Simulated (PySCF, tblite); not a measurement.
# C4H4O3Si: vibronic structure

What do calculations give for the vibronic structure of C4H4O3Si (`O=C1C=C([SiH3])C(=O)O1`)?

Computed with tblite 0.8.0 and PySCF 2.14.0 and routines of our own; the level stands in each step. Atoms count from 0.

### 1 The starting structure

12 atoms, charge 0, multiplicity 1; geometry from: force field or distance geometry start.

### 2 Relaxing the molecule with GFN2-xTB

The job: settings as JSON, then the geometry in Å.

```
{"job": {"kind": "relax", "xc": "GFN2-xTB", "basis": "xTB"}, "charge": 0, "multiplicity": 1}
O      3.222200    -0.689800    -0.200500
C      2.112100    -0.169000    -0.104100
C      0.860600    -0.890300    -0.146200
C     -0.126900     0.008800    -0.006000
Si    -1.900500    -0.206100     0.040100
C      0.502800     1.305200     0.155700
O     -0.059000     2.372400     0.317000
O      1.851800     1.136100     0.095300
H      0.796200    -1.956000    -0.290700
H     -2.556700     0.530500    -1.072300
H     -2.224200    -1.644600    -0.153100
H     -2.477400     0.202000     1.338800
```

On the command line:

```sh
$ OMP_NUM_THREADS=1 python excited_run.py task.json out
```

One launch serves the whole session: the jobs run in the order shown.

The program printed:

```text
step      E/eV     max force
  0    -666.78458    3.488
  1    -666.88895    4.175
  2    -667.04796    1.150
  3    -667.07209    0.606
  4    -667.09022    0.292
  5    -667.09955    0.230
  6    -667.10549    0.267
  7    -667.10736    0.237
  8    -667.10842    0.065
  9    -667.10884    0.054
 10    -667.10926    0.052
 11    -667.10962    0.045
 12    -667.10988    0.053
 13    -667.11008    0.056
 14    -667.11029    0.046
 15    -667.11051    0.051
 16    -667.11071    0.049
 17    -667.11088    0.034
 18    -667.11103    0.040
 19    -667.11119    0.049
 20    -667.11139    0.051
 21    -667.11164    0.045
 22    -667.11190    0.056
 23    -667.11215    0.051
 24    -667.11231    0.028
 25    -667.11239    0.029
 26    -667.11245    0.027
 27    -667.11252    0.030
 28    -667.11261    0.038
 29    -667.11271    0.031
 30    -667.11276    0.016
 31    -667.11278    0.009
```

Run time: 0.17 s. Hardware: 1 thread of Arm Neoverse V1, shared host.

Relaxation path:

```
step  energy from step 0 (eV)  largest force (eV/Å)
   0                   0.0000                3.4877
   1                  -0.1044                4.1752
   2                  -0.2634                1.1498
   3                  -0.2875                0.6056
   4                  -0.3056                0.2921
   5                  -0.3150                0.2299
   6                  -0.3209                0.2674
   7                  -0.3228                0.2374
   8                  -0.3238                0.0648
   9                  -0.3243                0.0542
  10                  -0.3247                0.0525
  11                  -0.3250                0.0454
  12                  -0.3253                0.0530
  13                  -0.3255                0.0555
  14                  -0.3257                0.0458
  15                  -0.3259                0.0509
  16                  -0.3261                0.0491
  17                  -0.3263                0.0341
  18                  -0.3265                0.0404
  19                  -0.3266                0.0490
  20                  -0.3268                0.0507
  21                  -0.3271                0.0449
  22                  -0.3273                0.0564
  23                  -0.3276                0.0514
  24                  -0.3277                0.0281
  25                  -0.3278                0.0293
  26                  -0.3279                0.0272
  27                  -0.3279                0.0303
  28                  -0.3280                0.0380
  29                  -0.3281                0.0306
  30                  -0.3282                0.0157
  31                  -0.3282                0.0086
```

Close pairs (by a distance rule), those that changed most:

| bond | before (Å) | after (Å) | change (Å) |
| --- | --- | --- | --- |
| C3–Si4 | 1.787 | 1.888 | +0.101 |
| C1–C2 | 1.445 | 1.485 | +0.040 |
| O0–C1 | 1.230 | 1.190 | -0.040 |
| C3–C5 | 1.450 | 1.487 | +0.037 |
| C1–O7 | 1.346 | 1.376 | +0.031 |
| Si4–H9 | 1.487 | 1.460 | -0.027 |
| Si4–H10 | 1.487 | 1.462 | -0.025 |
| C5–O6 | 1.217 | 1.192 | -0.025 |

The final coordinates are the input of the step that follows.

### 3 Vibrational analysis with GFN2-xTB

The job: settings as JSON, then the geometry in Å.

```
{"job": {"kind": "ir", "xc": "GFN2-xTB", "basis": "xTB"}, "charge": 0, "multiplicity": 1}
O      3.274169    -0.589383    -0.190307
C      2.158326    -0.184688    -0.099648
C      0.869581    -0.921221    -0.154926
C     -0.132864    -0.052246    -0.004769
Si    -2.013007    -0.222658     0.035233
C      0.491884     1.287616     0.154179
O     -0.048750     2.337907     0.313533
O      1.853958     1.144198     0.088746
H      0.831998    -1.984364    -0.296520
H     -2.536815     0.579988    -1.065717
H     -2.292265    -1.646086    -0.149303
H     -2.455017     0.250250     1.343472
```

The program printed:

```text
mode    cm-1     km/mol
  1      51.1      0.21
  2     118.3      3.83
  3     126.2      2.00
  4     146.0      2.68
  5     281.6      0.01
  6     354.5     27.11
  7     443.9     12.19
  8     511.1     17.07
  9     535.8     31.47
 10     596.1     22.89
 11     632.0     10.19
 12     656.0     77.07
 13     735.0     12.92
 14     746.9    120.67
 15     750.4    130.92
 16     758.3    168.54
 17     781.6    305.47
 18     859.4     45.44
 19     913.2    190.22
 20     937.2      4.33
 21    1053.5     23.50
 22    1144.9    179.53
 23    1191.9    220.33
 24    1636.3      4.48
 25    1800.2    692.83
 26    1825.8    163.58
 27    2290.1    219.68
 28    2308.4    143.88
 29    2311.9    302.00
 30    3160.1      1.42
```

It took 0.34 s on 1 thread of Arm Neoverse V1, shared host.

Which atoms move in the most intense modes:

```
cm⁻¹  km/mol                                  atoms
 758   168.5            H10 59 %, H11 19 %, H9 18 %
 782   305.5  H10 30 %, H11 19 %, H9 19 %, Si4 11 %
 913   190.2                       O7 67 %, C1 11 %
1145   179.5     C1 26 %, C2 23 %, H8 17 %, O7 15 %
1192   220.3              C3 31 %, C5 26 %, H8 22 %
1800   692.8     C5 42 %, O6 26 %, C1 19 %, O0 12 %
2290   219.7                               H10 96 %
2312   302.0                      H11 58 %, H9 38 %
```

### 4 Vibronic structure: TDDFT CAM-B3LYP/6-31G*

The job, as its differences from that of step 3:

```diff
@@ -1,2 +1,2 @@
-{"job": {"kind": "ir", "xc": "GFN2-xTB", "basis": "xTB"}, "charge": 0, "multiplicity": 1}
+{"job": {"kind": "vib", "xc": "CAM-B3LYP", "basis": "6-31G*", "tda": false}, "charge": 0, "multiplicity": 1}
 O      3.274169    -0.589383    -0.190307
```

Method: TDDFT CAM-B3LYP/6-31G* vertical-gradient vibronic structure (displaced harmonic oscillators, Condon), gas phase.

The program printed:

```text
final grid: 52560 points
cycle   1  E = -669.4881322688  dE =  1.842e+00  |g| = 1.250e+00  |ddm| = 3.736e+00
cycle   2  E = -668.9414415551  dE =  5.467e-01  |g| = 2.171e+00  |ddm| = 2.781e+00
cycle   3  E = -669.7987622399  dE = -8.573e-01  |g| = 2.088e-01  |ddm| = 1.924e+00
cycle   4  E = -669.8053210188  dE = -6.559e-03  |g| = 1.063e-01  |ddm| = 2.084e-01
cycle   5  E = -669.8072963865  dE = -1.975e-03  |g| = 1.935e-02  |ddm| = 8.008e-02
cycle   6  E = -669.8073871497  dE = -9.076e-05  |g| = 5.530e-03  |ddm| = 2.482e-02
cycle   7  E = -669.8073957092  dE = -8.559e-06  |g| = 1.387e-03  |ddm| = 7.809e-03
cycle   8  E = -669.8073962905  dE = -5.813e-07  |g| = 5.071e-04  |ddm| = 2.984e-03
cycle   9  E = -669.8073963567  dE = -6.619e-08  |g| = 1.997e-04  |ddm| = 7.352e-04
cycle  10  E = -669.8073963664  dE = -9.634e-09  |g| = 6.066e-05  |ddm| = 2.194e-04
cycle  11  E = -669.8073963674  dE = -9.989e-10  |g| = 9.614e-06  |ddm| = 9.136e-05
converged SCF energy = -669.8073963674

Singlet excitations (eV, f): 3.968 (0.0000)  4.708 (0.0000)  5.575 (0.0899)  6.313 (0.3201)  6.445 (0.0027)  7.193 (0.0038)

State S1  3.9681 eV  f = 0.00000  H->L 0.96
  relaxed dipole 2.615 D, largest gradient of the excitation energy 0.0881 Eh/bohr
  mode    cm-1        S   lambda/meV  Raman
   26   1825.8    0.4790     108.4   1.000
   23   1191.9    0.4349      64.3   0.387
   24   1636.3    0.1807      36.7   0.303
    7    443.9    0.5973      32.9   0.074
   22   1144.9    0.2212      31.4   0.182
   11    632.0    0.1583      12.4   0.040
   20    937.2    0.1011      11.7   0.056
    6    354.5    0.2163       9.5   0.017
   19    913.2    0.0353       4.0   0.018
    8    511.1    0.0195       1.2   0.003
   15    750.4    0.0116       1.1   0.004
   17    781.6    0.0074       0.7   0.003
  reorganisation energy 0.3154 eV, total S 2.478, 0-0 3.6528 eV
  absorption maximum 3.867 eV, width 0.528 eV

State S3  5.5750 eV  f = 0.08985  H-1->L 0.53, H-3->L 0.42
  relaxed dipole 5.623 D, largest gradient of the excitation energy 0.1071 Eh/bohr
  mode    cm-1        S   lambda/meV  Raman
   24   1636.3    1.1879     241.0   1.000
   11    632.0    2.0271     158.8   0.255
   23   1191.9    0.5695      84.2   0.254
   10    596.1    1.1297      83.5   0.126
   20    937.2    0.4027      46.8   0.111
   22   1144.9    0.2901      41.2   0.120
   26   1825.8    0.0332       7.5   0.035
    7    443.9    0.0756       4.2   0.005
   21   1053.5    0.0222       2.9   0.008
    3    126.2    0.0853       1.3   0.000
   17    781.6    0.0119       1.2   0.002
    8    511.1    0.0159       1.0   0.001
  reorganisation energy 0.6759 eV, total S 5.874, 0-0 4.8991 eV
  absorption maximum 5.475 eV, width 0.720 eV

State S4  6.3132 eV  f = 0.32011  H-3->L 0.53, H-1->L 0.44
  relaxed dipole 1.517 D, largest gradient of the excitation energy 0.0958 Eh/bohr
  mode    cm-1        S   lambda/meV  Raman
   23   1191.9    1.2198     180.3   0.904
   24   1636.3    0.6927     140.5   0.968
   22   1144.9    0.9727     138.1   0.665
   26   1825.8    0.5749     130.1   1.000
   11    632.0    0.3958      31.0   0.082
    7    443.9    0.5008      27.6   0.051
    6    354.5    0.3085      13.6   0.020
    8    511.1    0.1683      10.7   0.023
   20    937.2    0.0639       7.4   0.029
   17    781.6    0.0399       3.9   0.013
   25   1800.2    0.0169       3.8   0.029
   15    750.4    0.0232       2.2   0.007
  reorganisation energy 0.6951 eV, total S 5.116, 0-0 5.6181 eV
  absorption maximum 6.260 eV, width 0.774 eV

State T1  3.4855 eV  f = 0.00000  H-1->L 0.91
  relaxed dipole 4.779 D, largest gradient of the excitation energy 0.1395 Eh/bohr
  mode    cm-1        S   lambda/meV  Raman
   24   1636.3    2.7262     553.1   1.000
   23   1191.9    0.3147      46.5   0.061
   20    937.2    0.3840      44.6   0.046
   11    632.0    0.5447      42.7   0.030
   26   1825.8    0.0929      21.0   0.042
   10    596.1    0.0955       7.1   0.005
   22   1144.9    0.0438       6.2   0.008
   21   1053.5    0.0415       5.4   0.006
    8    511.1    0.0625       4.0   0.002
    3    126.2    0.1598       2.5   0.000
   30   3160.1    0.0063       2.5   0.009
    6    354.5    0.0149       0.7   0.000
  reorganisation energy 0.7378 eV, total S 4.501, 0-0 2.7477 eV
  absorption maximum 3.360 eV, width 0.660 eV
```

Run time: 32 s. Hardware: 1 thread of Arm Neoverse V1, shared host; peak memory 0.79 GiB.

### 5 Vibronic structure: TDDFT HSE06/def2-SV(P)

The job, as its differences from that of step 4:

```diff
@@ -1,2 +1,2 @@
-{"job": {"kind": "vib", "xc": "CAM-B3LYP", "basis": "6-31G*", "tda": false}, "charge": 0, "multiplicity": 1}
+{"job": {"kind": "vib", "xc": "HSE06", "basis": "def2-SV(P)", "tda": false}, "charge": 0, "multiplicity": 1}
 O      3.274169    -0.589383    -0.190307
```

Method: TDDFT HSE06/def2-SV(P) vertical-gradient vibronic structure (displaced harmonic oscillators, Condon), gas phase.

The program printed:

```text
final grid: 52560 points
cycle   1  E = -668.8533186103  dE =  1.596e+00  |g| = 1.162e+00  |ddm| = 4.024e+00
cycle   2  E = -667.7993296791  dE =  1.054e+00  |g| = 2.588e+00  |ddm| = 4.244e+00
cycle   3  E = -669.0965211043  dE = -1.297e+00  |g| = 3.383e-01  |ddm| = 3.386e+00
cycle   4  E = -669.1165086306  dE = -1.999e-02  |g| = 1.401e-01  |ddm| = 3.816e-01
cycle   5  E = -669.1197580561  dE = -3.249e-03  |g| = 3.789e-02  |ddm| = 1.196e-01
cycle   6  E = -669.1201263266  dE = -3.683e-04  |g| = 6.770e-03  |ddm| = 4.455e-02
cycle   7  E = -669.1201362139  dE = -9.887e-06  |g| = 2.111e-03  |ddm| = 8.546e-03
cycle   8  E = -669.1201371184  dE = -9.045e-07  |g| = 7.778e-04  |ddm| = 3.489e-03
cycle   9  E = -669.1201372396  dE = -1.212e-07  |g| = 3.873e-04  |ddm| = 1.179e-03
cycle  10  E = -669.1201372784  dE = -3.888e-08  |g| = 9.180e-05  |ddm| = 4.613e-04
cycle  11  E = -669.1201372799  dE = -1.507e-09  |g| = 3.042e-05  |ddm| = 1.032e-04
cycle  12  E = -669.1201372801  dE = -1.826e-10  |g| = 7.550e-06  |ddm| = 3.765e-05
converged SCF energy = -669.1201372801

Singlet excitations (eV, f): 3.609 (0.0000)  4.370 (0.0000)  5.346 (0.0691)  5.984 (0.3009)  5.994 (0.0007)  6.295 (0.0050)

State S1  3.6092 eV  f = 0.00000  H->L 0.98
  relaxed dipole 2.221 D, largest gradient of the excitation energy 0.0904 Eh/bohr
  mode    cm-1        S   lambda/meV  Raman
   26   1825.8    0.4989     112.9   1.000
   23   1191.9    0.4578      67.7   0.391
   24   1636.3    0.2397      48.6   0.386
    7    443.9    0.7025      38.7   0.083
   22   1144.9    0.2458      34.9   0.194
    6    354.5    0.3294      14.5   0.025
   20    937.2    0.1104      12.8   0.058
   11    632.0    0.1305      10.2   0.031
   19    913.2    0.0334       3.8   0.017
    8    511.1    0.0304       1.9   0.005
   15    750.4    0.0143       1.3   0.005
   17    781.6    0.0125       1.2   0.005
  reorganisation energy 0.3511 eV, total S 2.860, 0-0 3.2581 eV
  absorption maximum 3.468 eV, width 0.590 eV

State S3  5.3456 eV  f = 0.06910  H-1->L 0.51, H-3->L 0.47
  relaxed dipole 5.922 D, largest gradient of the excitation energy 0.0922 Eh/bohr
  mode    cm-1        S   lambda/meV  Raman
   24   1636.3    0.9183     186.3   1.000
   11    632.0    1.9454     152.4   0.316
   23   1191.9    0.5917      87.4   0.342
   10    596.1    1.1392      84.2   0.165
   22   1144.9    0.3204      45.5   0.171
   20    937.2    0.2584      30.0   0.092
    7    443.9    0.2246      12.4   0.018
   15    750.4    0.0919       8.5   0.021
   26   1825.8    0.0352       8.0   0.048
   28   2308.4    0.0115       3.3   0.025
    3    126.2    0.1422       2.2   0.001
    6    354.5    0.0223       1.0   0.001
  reorganisation energy 0.6235 eV, total S 5.719, 0-0 4.7222 eV
  absorption maximum 5.302 eV, width 0.658 eV

State S4  5.9844 eV  f = 0.30085  H-3->L 0.49, H-1->L 0.45
  relaxed dipole 1.601 D, largest gradient of the excitation energy 0.0883 Eh/bohr
  mode    cm-1        S   lambda/meV  Raman
   24   1636.3    0.7191     145.9   1.000
   23   1191.9    0.9781     144.5   0.722
   26   1825.8    0.4807     108.8   0.832
   22   1144.9    0.7573     107.5   0.516
    7    443.9    0.5088      28.0   0.052
   11    632.0    0.3187      25.0   0.066
    6    354.5    0.3706      16.3   0.024
    8    511.1    0.1554       9.8   0.021
   17    781.6    0.0598       5.8   0.019
   15    750.4    0.0565       5.3   0.017
    3    126.2    0.1993       3.1   0.002
   25   1800.2    0.0117       2.6   0.020
  reorganisation energy 0.6124 eV, total S 4.695, 0-0 5.3721 eV
  absorption maximum 5.940 eV, width 0.752 eV

State T1  3.1821 eV  f = 0.00000  H->L 0.96
  relaxed dipole 2.315 D, largest gradient of the excitation energy 0.0954 Eh/bohr
  mode    cm-1        S   lambda/meV  Raman
   26   1825.8    0.5782     130.9   1.000
   23   1191.9    0.3845      56.8   0.283
   24   1636.3    0.2156      43.7   0.300
    7    443.9    0.5868      32.3   0.060
   22   1144.9    0.1796      25.5   0.122
   20    937.2    0.1165      13.5   0.053
   11    632.0    0.1219       9.6   0.025
    6    354.5    0.2137       9.4   0.014
   19    913.2    0.0507       5.7   0.022
   10    596.1    0.0199       1.5   0.004
   17    781.6    0.0133       1.3   0.004
    8    511.1    0.0178       1.1   0.002
  reorganisation energy 0.3343 eV, total S 2.563, 0-0 2.8478 eV
  absorption maximum 3.068 eV, width 0.540 eV
```

Run time: 35 s. Hardware: 1 thread of Arm Neoverse V1, shared host; peak memory 0.86 GiB.

### 6 Summary of results

| quantity | value |
| --- | --- |
| strongest single infrared mode (GFN2-xTB) | 1800 cm⁻¹, 693 km/mol |
| zero-point energy (GFN2-xTB) | 42.4 kcal/mol |
| S1: vertical, reorganisation, 0-0, total S (step 4, TDDFT CAM-B3LYP/6-31G*, modes from GFN2-xTB) | 3.97, 0.32, 3.65 eV; 2.5 |
| S3: vertical, reorganisation, 0-0, total S (step 4, TDDFT CAM-B3LYP/6-31G*, modes from GFN2-xTB) | 5.58, 0.68, 4.90 eV; 5.9 |
| S4: vertical, reorganisation, 0-0, total S (step 4, TDDFT CAM-B3LYP/6-31G*, modes from GFN2-xTB) | 6.31, 0.70, 5.62 eV; 5.1 |
| S1: vertical, reorganisation, 0-0, total S (step 5, TDDFT HSE06/def2-SV(P), modes from GFN2-xTB) | 3.61, 0.35, 3.26 eV; 2.9 |
| S3: vertical, reorganisation, 0-0, total S (step 5, TDDFT HSE06/def2-SV(P), modes from GFN2-xTB) | 5.35, 0.62, 4.72 eV; 5.7 |
| S4: vertical, reorganisation, 0-0, total S (step 5, TDDFT HSE06/def2-SV(P), modes from GFN2-xTB) | 5.98, 0.61, 5.37 eV; 4.7 |

All 30 modes are real, so the xTB geometry is a minimum. The strongest single mode, at 1800 cm⁻¹, is spread over several atoms, C5, O6, C1, O0 among them. Unscaled tight-binding wavenumbers are off by several per cent, some by more. Its intensities can rank the bands wrongly. The vibronic model keeps the ground-state modes (from xTB) and shifts them along the gradient alone, so it can miss much of the relaxation that a full optimisation finds. Some states lie very close; unless symmetry makes them partners, their order is unsure.
